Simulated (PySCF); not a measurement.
# Zr(OH)Cl3: geometry, NMR shifts and electronic excitations

What NMR shifts and electronic excitations should Zr(OH)Cl3 (`[OH][Zr]([Cl])([Cl])[Cl]`) show?

Computed with PySCF 2.14.0, with density-fitted response routines of our own, on a single molecule in the gas phase. Atoms are numbered from 0 throughout.

## 1. The starting structure

6 atoms, charge 0, multiplicity 1; geometry from: GFN2-xTB.

Bonds of the start (Å): Zr0–O1 1.82, Zr0–Cl3 2.26, Zr0–Cl4 2.26, Zr0–Cl5 2.26, O1–H2 0.96.

## 2. Geometry optimisation at PBE0-D3(BJ)/def2-SVP

Job settings and geometry (Å):

```
{"job": {"xc": "PBE0", "basis": "def2-SVP", "d3": "d3bj", "grid": 1, "maxiter": 40, "kind": "geom"}, "charge": 0, "multiplicity": 1}
Zr    -0.021640    -0.037330    -0.259910
O      0.123920     0.217450     1.537280
H      0.201410     0.353000     2.483350
Cl     1.918750    -0.184690    -1.415440
Cl    -1.124350     1.563810    -1.417290
Cl    -1.098080    -1.912230    -0.927980
```

**Question.** This job is followed by: GIAO PBE0/pcSseg-1 Zr:def2-TZVP NMR shielding, non-relativistic, gas phase; TDDFT CAM-B3LYP/def2-SVPD, vertical, gas phase, core orbitals frozen in the response; GIAO B3LYP/pcSseg-1 Zr:def2-TZVP NMR shielding, non-relativistic, gas phase. Predict these results of the whole session: point group; rotational constants (main isotopes); ¹H shifts against TMS (PBE0/def2-TZVP+pcSseg-1); ¹⁷O shifts against H2O (PBE0/def2-TZVP+pcSseg-1); ³⁵Cl shifts against HCl (PBE0/def2-TZVP+pcSseg-1, means over atoms taken as alike); lowest singlet (CAM-B3LYP/def2-SVPD); brightest single state of those computed; lowest triplet; vertical ionisation energy (ΔSCF); vertical electron affinity (ΔSCF); range of the shift of Cl3.

**Answer**, as computed:

```
                                                                          quantity                         value
                                                                       point group                            Cs
                                              rotational constants (main isotopes)          1.37, 1.35, 0.99 GHz
                                   ¹H shifts against TMS (PBE0/def2-TZVP+pcSseg-1)                      3.81 ppm
                                  ¹⁷O shifts against H2O (PBE0/def2-TZVP+pcSseg-1)                     262.0 ppm
³⁵Cl shifts against HCl (PBE0/def2-TZVP+pcSseg-1, means over atoms taken as alike)                       501 ppm
                                              lowest singlet (CAM-B3LYP/def2-SVPD)   6.14 eV (202 nm), f = 0.000
                                          brightest single state of those computed  state 10, 6.91 eV, f = 0.039
                                                                    lowest triplet                       5.78 eV
                                                 vertical ionisation energy (ΔSCF)                      11.60 eV
                                                 vertical electron affinity (ΔSCF)                       0.48 eV
                                                         range of the shift of Cl3                501 to 514 ppm
```

Relaxing lowered the energy by 0.411 eV in 11 steps; the close pair that moved most is Zr0–Cl3, from 2.263 to 2.343 Å. No frequency check was run at this level, so the end point may be a saddle. At PBE0/def2-TZVP+pcSseg-1: The widest tensor belongs to Cl3, Cl4, Cl5: span 930 ppm, with a paramagnetic part of -707 ppm. The first singlet state (HOMO−2→LUMO 0.38, HOMO−1→LUMO 0.28) lies at 6.14 eV and is dark; of the 10 states computed, the strongest absorption comes from states 4 to 6 together at 6.35 eV (the last state computed is bright too, and its partners may lie past the list). The lowest triplet lies 0.36 eV below the lowest singlet (triplets in Tamm-Dancoff, singlets in full TDDFT). ΔSCF puts the ionisation energy at 11.60 eV, 0.89 eV above −ε(HOMO). Across the 2 runs the shift of Cl3 (with its like atoms) moves most, between 501 (PBE0/def2-TZVP+pcSseg-1) and 514 ppm (B3LYP/def2-TZVP+pcSseg-1). Spin-orbit coupling is left out, which matters for shieldings and couplings at and beside the heavy atoms.
